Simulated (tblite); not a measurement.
# C7H15NOSi: the cost of one run

Computed with tblite 0.8.0 and PySCF 2.14.0, with density-fitted response routines of our own, on a single molecule, in the gas phase or a continuum. Atoms count from 0, in the outputs and in this text.

## Step 1: The molecule as given

25 atoms, charge 0, multiplicity 1; geometry from: force field or distance geometry start.

Bonds of the start (Å): C0–C1 1.33, C1–C2 1.52, C2–C3 1.53, C3–C4 1.56, C4–O5 1.44, O5–Si6 1.68, Si6–N7 1.70, N7–C8 1.44, Si6–C9 1.88, C9–C3 1.54, C0–H10 1.10, C0–H11 1.08, C1–H12 1.07, C2–H13 1.09, C2–H14 1.10, C3–H15 1.09, C4–H16 1.09, C4–H17 1.09, Si6–H18 1.47, N7–H19 1.02, C8–H20 1.11, C8–H21 1.09, C8–H22 1.11, C9–H23 1.09, C9–H24 1.09.

## Step 2: Relaxing the molecule with GFN2-xTB

Job settings and geometry (Å):

```
{"job": {"kind": "relax", "xc": "GFN2-xTB", "basis": "xTB"}, "charge": 0, "multiplicity": 1}
C     -3.602600     0.653600     1.083200
C     -3.066200    -0.397800     0.466700
C     -1.846600    -1.140100     0.995100
C     -0.679700    -1.075800     0.004800
C      0.517400    -1.929500     0.526400
O      1.685100    -1.612100    -0.262600
Si     1.625700    -0.011900    -0.765100
N      2.793600     0.803900     0.161300
C      3.146600     2.196300     0.005700
C     -0.139200     0.346800    -0.228000
H     -4.490200     1.141700     0.664800
H     -3.208200     1.059100     2.006900
H     -3.514700    -0.772300    -0.433100
H     -2.137400    -2.182900     1.157500
H     -1.552000    -0.728800     1.968800
H     -0.997000    -1.497400    -0.944200
H      0.312000    -2.995000     0.415400
H      0.736800    -1.736000     1.576700
H      1.894000     0.109100    -2.201900
H      3.641700     0.240000     0.142600
H      2.267600     2.857500     0.142200
H      3.583300     2.401300    -0.976200
H      3.882800     2.486000     0.779400
H     -0.153100     0.930500     0.689600
H     -0.710800     0.878200    -0.995100
```

The run is started by

```console
> OMP_NUM_THREADS=1 python probes_run.py task.json out
```

The driver reads the jobs from task.json and runs them one after another.

**Question.** How long does this first job take on 1 thread of Arm Neoverse N1, shared host, and how much memory does it need?

About 1.7 s, with a peak of 0.18 GiB.
